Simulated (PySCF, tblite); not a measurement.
# C₄H₁₀AlClO₂: geometry, infrared bands and NMR shifts

Aim: predict the infrared bands and NMR shifts of C₄H₁₀AlClO₂ (`CC[O+](CC=O)[AlH2-][Cl]`).

Programs: tblite 0.8.0 and PySCF 2.14.0, with density-fitted response routines of our own. Each step states its level of theory. These are calculated values for one molecule in the gas phase, unless marked as measured. Atoms are numbered from 0 throughout.

## (1) Starting geometry

18 atoms, charge 0, multiplicity 1; geometry from: force field or distance geometry start.

Bonds of the start (Å): C0–C1 1.53, C1–O2 1.37, O2–C3 1.35, C3–C4 1.48, C4–O5 1.22, O2–Al6 1.80, Al6–Cl7 2.20, C0–H8 1.11, C0–H9 1.10, C0–H10 1.11, C1–H11 1.10, C1–H12 1.12, C3–H13 1.13, C3–H14 1.10, C4–H15 1.10, Al6–H16 1.62, Al6–H17 1.58.

## (2) Geometry optimisation with GFN2-xTB

What the job is given:

```
{"job": {"kind": "relax", "xc": "GFN2-xTB", "basis": "xTB"}, "charge": 0, "multiplicity": 1}
C      1.930700    -0.486700     0.156300
C      1.063200    -0.082300    -1.042200
O     -0.202200     0.084100    -0.542900
C     -0.781600    -0.996500     0.028700
C     -2.153200    -0.822000     0.566200
O     -2.799400    -1.706800     1.106000
Al    -0.546700     1.698200     0.169100
Cl    -1.186700     3.196100    -1.311300
H      1.991900    -1.596300     0.118900
H      2.917900    -0.020500     0.027800
H      1.517200    -0.093500     1.107900
H      1.440400     0.836100    -1.518700
H      0.991300    -0.936200    -1.762200
H     -0.146600    -1.252800     0.930500
H     -0.720600    -1.900900    -0.602500
H     -2.599700     0.174100     0.446700
H      0.867700     2.223300     0.762800
H     -1.592300     1.689100     1.347300
```

Command:

```console
$ OMP_NUM_THREADS=1 python probes_run.py task.json out
```

The driver reads the jobs from task.json and runs them one after another.

**Question.** This job is followed by: GFN2-xTB harmonic vibrations, gas phase; GIAO PBE0/pcSseg-1 NMR shielding, non-relativistic, gas phase. Predict these results of the whole session: strongest single infrared mode (GFN2-xTB); zero-point energy (GFN2-xTB); 13C shifts against TMS (PBE0/pcSseg-1); 1H shifts against TMS (PBE0/pcSseg-1, means over atoms taken as alike); 17O shifts against H2O (PBE0/pcSseg-1); 27Al shifts against AlH4- (PBE0/pcSseg-1); 35Cl shifts against HCl (PBE0/pcSseg-1).

As calculated:

| quantity | value |
| --- | --- |
| strongest single infrared mode (GFN2-xTB) | 686 cm⁻¹, 588 km/mol |
| zero-point energy (GFN2-xTB) | 81.9 kcal/mol |
| 13C shifts against TMS (PBE0/pcSseg-1) | 197.6, 78.4, 74.8, 14.6 ppm |
| 1H shifts against TMS (PBE0/pcSseg-1, means over atoms taken as alike) | 10.11, 4.42, 4.17, 4.14, 1.48 ppm |
| 17O shifts against H2O (PBE0/pcSseg-1) | 671.6, 36.5 ppm |
| 27Al shifts against AlH4- (PBE0/pcSseg-1) | 75.3 ppm |
| 35Cl shifts against HCl (PBE0/pcSseg-1) | -40 ppm |

In words: Relaxing lowered the energy by 1.318 eV in 104 steps; the close pair that moved most is Al6–Cl7, from 2.201 to 2.048 Å. All 48 modes are real, so the xTB geometry is a minimum. The strongest single mode, at 686 cm⁻¹, moves mainly H16 and H17. GFN2-xTB is a fitted tight-binding method: band positions and strengths are rough. Its intensities can rank the bands wrongly. The most deshielded carbon is C4 (aldehyde carbonyl carbon), at 197.6 ppm: the double bond to the heteroatom, with no lone-pair donor beside it, deshields it most. The most deshielded hydrogen is H15 (hydrogen on an aldehyde carbonyl carbon), at 10.11 ppm: the C=O anisotropy and electron withdrawal place aldehyde protons far downfield. At PBE0/pcSseg-1: The widest tensor belongs to O5: span 1331 ppm, with a paramagnetic part of -729 ppm.
